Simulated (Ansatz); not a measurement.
# Si3P4: the cost of one run

Computed with Ansatz 0.2.0 (DFT PBE, scalar-relativistic, plane waves, PAW, unless a step's input says otherwise).

1 further run of the same task is left out (it didn't finish).

### 1 The system as given

The structure is cubic, space group I-43d (No. 220). Conventional cell: a = 7.966 Å, b = 7.966 Å, c = 7.966 Å, α = 90.00°, β = 90.00°, γ = 90.00°. Si (site symmetry -4) has 4 P at 2.16 Å as nearest neighbours. Around P (site symmetry 3) lie 3 Si at 2.16 Å.

As a file:

```
Si P
1.0
    -3.98281    3.98281    3.98281
     3.98281   -3.98281    3.98281
     3.98281    3.98281   -3.98281
Si P
6 8
Direct
  0.25000 0.12500 0.87500
  0.87500 0.25000 0.12500
  0.75000 0.37500 0.62500
  0.62500 0.75000 0.37500
  0.12500 0.87500 0.25000
  0.37500 0.62500 0.75000
  0.55520 0.55520 0.55520
  0.44480 0.50000 0.00000
  0.50000 0.00000 0.94480
  0.00000 0.44480 0.50000
  0.94480 0.50000 0.00000
  0.05520 0.05520 0.05520
  0.00000 0.94480 0.50000
  0.50000 0.00000 0.44480
```

A structure generator made this guess: 3-, 4-connected net, the two elements on its two kinds of vertex (I-43d, No. 220). The dimensions are guesses.

### 2 Probe: one point on a coarse mesh

input.yaml

```yaml
crystal:
  lattice:
    - [-3.98280819, 3.98280819, 3.98280819]
    - [3.98280819, -3.98280819, 3.98280819]
    - [3.98280819, 3.98280819, -3.98280819]
  atoms:
    - { symbol: Si, position: [0.25, 0.125, 0.875] }
    - { symbol: Si, position: [0.875, 0.25, 0.125] }
    - { symbol: Si, position: [0.75, 0.375, 0.625] }
    - { symbol: Si, position: [0.625, 0.75, 0.375] }
    - { symbol: Si, position: [0.125, 0.875, 0.25] }
    - { symbol: Si, position: [0.375, 0.625, 0.75] }
    - { symbol: P, position: [0.55519998, 0.55519998, 0.55519998] }
    - { symbol: P, position: [0.44480002, 0.5, 0.0] }
    - { symbol: P, position: [0.5, 0.0, 0.94480002] }
    - { symbol: P, position: [0.0, 0.44480002, 0.5] }
    - { symbol: P, position: [0.94480002, 0.5, 0.0] }
    - { symbol: P, position: [0.05519998, 0.05519998, 0.05519998] }
    - { symbol: P, position: [0.0, 0.94480002, 0.5] }
    - { symbol: P, position: [0.5, 0.0, 0.44480002] }
basis:
  ecutwfc: 420
kpoints:
  mp_grid: { grid: [4, 4, 4] }
hamiltonian:
  xc: pbe
scf:
  occupations: { method: gaussian, width: 0.1 }
  lower_state_search: "off"
output:
  forces: true
  stress: true
  eigenvalues: true
```

The run is started by

```bash
ansatz run input.yaml --threads 1 --pin off --max-ram 2560MiB --backend cpu --events-out ev --progress --plain --runs-dir out
```

**Question.** How long does this run take on 1 thread of Arm Neoverse V2, shared host, and how much memory does it need?

About 7.2 s, with a peak of 0.41 GiB.
